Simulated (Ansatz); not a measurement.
# CH3BrOSi: how energies converge with the basis set

One table from this session's results is given with a row withheld; the runs are named, their logs left out.

Computed with Ansatz 0.2.0, Gaussian basis. Level: one geometry, several basis sets.

Plan: PBE0-D4/def2-SVP; ωB97M-V/def2-SVP; PBE0-D4/def2-QZVPP; ωB97M-V/def2-QZVPP; the functionals' def2-TZVPP values are taken from earlier runs.

## The geometry

The geometry comes from an earlier relaxation with PBE0-D4 in a triple-zeta def2 set; it is a stationary point, not always the lowest conformer.

SMILES `O=C[SiH2]Br`, 7 atoms, charge 0, spin multiplicity 1.

Atoms are counted from 1 here; the program's logs count them from 0.

Bond lengths: O1–C2 1.203 Å, C2–Si3 1.926 Å, C2–H5 1.114 Å, Si3–Br4 2.218 Å, Si3–H6 1.480 Å, Si3–H7 1.480 Å. Angles: O1–C2–Si3 118.8°, O1–C2–H5 120.7°, Si3–C2–H5 120.6°, C2–Si3–Br4 109.2°, C2–Si3–H6 108.8°, C2–Si3–H7 108.8°, Br4–Si3–H6 109.4°, Br4–Si3–H7 109.4°, H6–Si3–H7 111.2°.

The first run:

The input, in.yaml:

```yaml
crystal:
  periodic: [false, false, false]
  atoms:
    - {symbol: O, position_ang: [-0.727801, 0.568760, -1.881893]}
    - {symbol: C, position_ang: [-0.503769, -0.261371, -1.040386]}
    - {symbol: Si, position_ang: [0.336285, 0.288523, 0.603590]}
    - {symbol: Br, position_ang: [0.631041, -1.486018, 1.900398]}
    - {symbol: H, position_ang: [-0.777378, -1.328390, -1.207391]}
    - {symbol: H, position_ang: [-0.547509, 1.257329, 1.290545]}
    - {symbol: H, position_ang: [1.650331, 0.893066, 0.289436]}
basis:
  gaussian: {orbitals: def2-SVP}
hamiltonian: {xc: pbe0, dispersion: d4}
output: {orbitals: {seedname: orbitals}}
```

The run is started by

```console
ansatz run in.yaml --threads 2 --pin off --events-out ev --progress --plain --max-ram 4352MiB
```

Among the steps run: PBE0-D4 in def2-SVP; ωB97M-V in def2-SVP; PBE0-D4 in def2-QZVPP; ωB97M-V in def2-QZVPP.

One table of the session follows, with a row left open; its other results are not shown here.

```
functional       basis  HOMO (eV)  LUMO (eV)
   PBE0-D4    def2-SVP      -7.33      -1.86
   PBE0-D4  def2-TZVPP      -7.44      -2.06
   PBE0-D4  def2-QZVPP          ?          ?
   ωB97M-V    def2-SVP      -9.57       0.52
   ωB97M-V  def2-TZVPP      -9.71       0.22
   ωB97M-V  def2-QZVPP      -9.74       0.12
```

Q: Estimate the row for PBE0-D4, def2-QZVPP from the others.

The run gave: HOMO (eV): -7.47; LUMO (eV): -2.12. In the column «HOMO (eV)» it lies between ωB97M-V, def2-SVP (-9.57) and PBE0-D4, def2-TZVPP (-7.44).
